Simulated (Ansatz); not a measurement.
Write a Python script for the Ansatz DFT code, driven from Python that makes a ladder of methods at one geometry of C2H6AlN, SMILES [NH2][Al]1[CH2][CH2]1. Use (for the species named): LDA, cc-pVDZ basis, multiplicity 1. The script varies functional: lda, blyp, r2scan, hse06.

```yaml
atoms:
  - { symbol: N, position_ang: [-1.8830, 1.0701, -1.1144] }
  - { symbol: Al, position_ang: [-0.7140, 0.1413, -0.0245] }
  - { symbol: C, position_ang: [0.5598, -1.3310, 0.2149] }
  - { symbol: C, position_ang: [1.1330, -0.0159, 0.8573] }
  - { symbol: H, position_ang: [-1.4011, 1.3928, -1.9985] }
  - { symbol: H, position_ang: [-2.1706, 2.0073, -0.6123] }
  - { symbol: H, position_ang: [0.3493, -2.1099, 0.9753] }
  - { symbol: H, position_ang: [1.2223, -1.6129, -0.6691] }
  - { symbol: H, position_ang: [1.9255, 0.4534, 0.3799] }
  - { symbol: H, position_ang: [1.0619, -0.0464, 1.9943] }
```

`c2h6aln_methods.py`
```python
"""C2H6AlN at several levels of theory."""

from pathlib import Path

import ansatz
import numpy as np

geometry_ang = [
    ("N", (-1.883, 1.0701, -1.1144)),
    ("Al", (-0.714, 0.1413, -0.0245)),
    ("C", (0.5598, -1.331, 0.2149)),
    ("C", (1.133, -0.0159, 0.8573)),
    ("H", (-1.4011, 1.3928, -1.9985)),
    ("H", (-2.1706, 2.0073, -0.6123)),
    ("H", (0.3493, -2.1099, 0.9753)),
    ("H", (1.2223, -1.6129, -0.6691)),
    ("H", (1.9255, 0.4534, 0.3799)),
    ("H", (1.0619, -0.0464, 1.9943)),
]
mol = ansatz.Crystal.molecule()
for symbol, xyz in geometry_ang:
    mol = mol.atom(symbol, xyz)

setup = mol.calculation().basis(gaussian="cc-pVDZ")

print("functional    E (Ha)        dipole (D)   HOMO (eV)  LUMO (eV)")
for name in ["lda", "blyp", "r2scan", "hse06"]:
    data = setup.functional(name).forces().orbitals().run(threads=1, pin="off", runs_dir="runs").report
    lines = Path(data["orbitals_path"]).read_text().splitlines()
    field_of = lambda key: [line.split("=")[1].strip() for line in lines if line.startswith(key)]
    orbitals = [(27.211386 * float(e), s, float(n)) for e, s, n in zip(field_of("Ene="), field_of("Spin="), field_of("Occup="))]
    homo = max(e for e, _, n in orbitals if n > 0.5)
    lumo = min(e for e, _, n in orbitals if n < 0.5)
    dipole = 4.803205 * np.linalg.norm(data["charge_distribution"]["dipole_moment_e_ang"])
    print(f"{name:10s} {data['free_energy_ev'] / 27.211386246:14.6f} {dipole:9.3f} {homo:11.3f} {lumo:10.3f}")
```

Output of `python c2h6aln_methods.py`:
```text
functional    E (Ha)        dipole (D)   HOMO (eV)  LUMO (eV)
lda           -374.666171     1.581      -3.922     -2.655
blyp          -376.865907     1.535      -3.679     -2.378
r2scan        -376.827691     1.665      -4.002     -2.221
hse06         -376.645229     1.671      -4.485     -2.072
```

Total energies depend on the basis set; only differences at equal settings carry meaning. The geometry is a force-field or estimated start, not a minimum of this method, and the basis set is short of its limit. A lower total doesn't mark the better method: functionals have no common bound, and MP2 and coupled cluster aren't variational. Levels such as HOMO and LUMO are orbital energies: with these approximate functionals they aren't the ionisation energy and electron affinity, and their gap isn't the fundamental gap. For Al to Cl the sets with a tight d function, cc-pV(X+d)Z, are usual. hse06 follows the composition of plane-wave codes, whose totals differ by tens of mHa, up to about 0.1 Ha, from the form usual in Gaussian-basis programs (wpbeh). Wall time of the script: 15 s on 1 thread of Arm Neoverse V1 (shared host), peak memory 0.25 GiB.
